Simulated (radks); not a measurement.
# Ionising thallium step by step, Tl⁴²⁺ to Tl⁶²⁺

One table from this session's results is given with a row withheld; the runs are named, their logs left out.

Method: non-relativistic Kohn-Sham, LB94 model potential, spin-polarised, spherical densities, point nucleus; open shells are filled with parallel spins first. Code: radks (a radial shooting solver on a logarithmic mesh, Libxc functionals) version 1.

### The system

- element: thallium (Z = 81)
- charges: 42 to 62
- first configuration: [Kr] 4d3
- last configuration: [Ar] 3d1

Outer shells as boxes (Hund's rule):

Tl⁴²⁺
```
[Kr] core
4d [↑ ][↑ ][↑ ][  ][  ]
```

Tl⁶²⁺
```
[Ar] core
3d [↑ ][  ][  ][  ][  ]
```

LB94 adds a gradient term to the LDA potential that gives it a −1/r tail. It is a model potential with no energy functional, so Etot and Exc are not given.

The first run:

The run's settings:

```text
Z 81
configuration [Kr] 4d3
relativity non-relativistic
functional lda,pw
model_potential LB94
spin polarised
nucleus point
```

Steps of the session up to this table: Tl⁴²⁺, [Kr] 4d3.

One of the session's tables, all rows but one given; the rest of the session is left out.

It belongs to the step «Tl⁴²⁺, [Kr] 4d3». Sizes of the orbitals, from the radial functions (bohr):

| level | <r> | outermost maximum (interpolated) | 90 % within | nodes |
| --- | --- | --- | --- | --- |
| 3d up | 0.1615 | 0.134 | 0.248 | 0 |
| 3d down | 0.1616 | 0.134 | 0.248 | 0 |
| 4s up | 0.3888 | 0.383 | 0.548 | 3 |
| 4s down | 0.3887 | 0.382 | 0.548 | 3 |
| 4p up | ? | ? | ? | ? |
| 4p down | 0.3847 | 0.377 | 0.548 | 2 |
| 4d up | 0.3722 | 0.360 | 0.541 | 1 |
| 4d down | 0.3717 | 0.360 | 0.541 | 1 |

Q: Estimate the row for 4p up from the others.

As computed: <r>: 0.3849; outermost maximum (interpolated): 0.378; 90 % within: 0.548; nodes: 2. In the column «<r>» it lies between 4p down (0.3847) and 4s down (0.3887).

To keep in mind: Relativity is left out here, which matters for elements this heavy. Open shells are spherical and high-spin; term and fine-structure splittings are not resolved.
